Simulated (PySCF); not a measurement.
# RuOCl2: singlet, from a trigonal planar start

Where does singlet RuOCl2 go from a trigonal planar start, is the end point a minimum, and what are its modes, charges and moments?

Computed with PySCF 2.14.0. Level: PBE0, basis Ru def2-TZVP with ECP28, O def2-TZVP, Cl def2-TZVP, scalar-relativistic core potentials, no spin–orbit coupling, density fitting.

## Step 1: The system as given

4 atoms, charge 0, spin multiplicity 1.

Bond lengths: Ru1–O2 1.710 Å, Ru1–Cl3 2.240 Å, Ru1–Cl4 2.240 Å. Angles: O2–Ru1–Cl3 120.0°, O2–Ru1–Cl4 120.0°, Cl3–Ru1–Cl4 120.0°.

Z-matrix (Å, degrees; charge 0 multiplicity 1):
```
Ru
O  1 1.7100
Cl 1 2.2400 2 120.00
Cl 1 2.2400 2 120.00 3 180.00
```

## Step 2: First SCF at the start

One driver script runs all steps and calls PySCF; scf.py shows how it sets up the SCF of each step. The optimiser is the driver's own. After this first run the driver tries any further starts and a stability analysis.

scf.py reads:

```python
from pyscf import gto, scf, dft
mol = gto.M(atom='''
Ru    -0.000000     0.000000     0.271400
O      0.000000     0.000000     1.981400
Cl    -1.939900     0.000000    -0.848600
Cl     1.939900     0.000000    -0.848600''',
    basis={'Ru': 'def2-TZVP', 'O': 'def2-TZVP', 'Cl': 'def2-TZVP'},
    ecp={'Ru': 'def2-TZVP'},
    charge=0, spin=0)
mf = dft.RKS(mol, xc='PBE0')
mf.grids.atom_grid = (50, 194)
aux = {'Ru': 'def2-universal-JKFIT', 'O': 'def2-universal-JKFIT', 'Cl': 'def2-universal-JKFIT'}
mf = mf.density_fit(auxbasis=aux)
mf.conv_tol = 1e-08
mf.diis_space = 10
mf.max_cycle = 60
mf.init_guess = 'minao'
mf.verbose = 4
mf.kernel()
```

Launch:

```bash
$ OMP_NUM_THREADS=4 python axn.py task.json out
```

Further steps of the session: Relaxing the singlet from the trigonal planar start; Hessian and properties; The broken-symmetry singlet; Is it a minimum? Harmonic modes.

Before running it: what results should come out? Wanted: minimum; geometry; wavenumbers; dipole moment; highest occupied, lowest empty level; polar-tensor charge of Ru1; zero-point energy; atomisation energy; ⟨S²⟩.

As calculated:

```
                                          quantity                                                                   value
                                           minimum                                           broken-symmetry (Ms = 0), C2v
                                          geometry  Ru–Cl 2.190 Å (×2), Ru–O 1.601 Å; Cl–Ru–Cl 110.4°, Cl–Ru–O 124.8° (×2)
                                wavenumbers (cm⁻¹)                                           115, 152, 197, 409, 432, 1062
                                     dipole moment                                                                  0.69 D
highest occupied, lowest empty level (either spin)                                                         -7.84, -4.48 eV
                        polar-tensor charge of Ru1                                                                 +1.70 e
                                 zero-point energy                                                             14.2 kJ/mol
                               entropy at 298.15 K                                                         325.3 J/(mol K)
         atomisation energy (no zero-point energy)                                                             1137 kJ/mol
                                              ⟨S²⟩                                                                   0.405
```

The molecule stays C2v, as typed, and the end point is a minimum. The determinant is spin-contaminated (⟨S²⟩ = 0.40 against 0.00), so it is no pure spin state. The strongest infrared band lies at 1062 cm⁻¹ (stretch). Only this shape and spin were tried, so other structures or states may lie lower. The SCF density has lower symmetry than the nuclear frame.
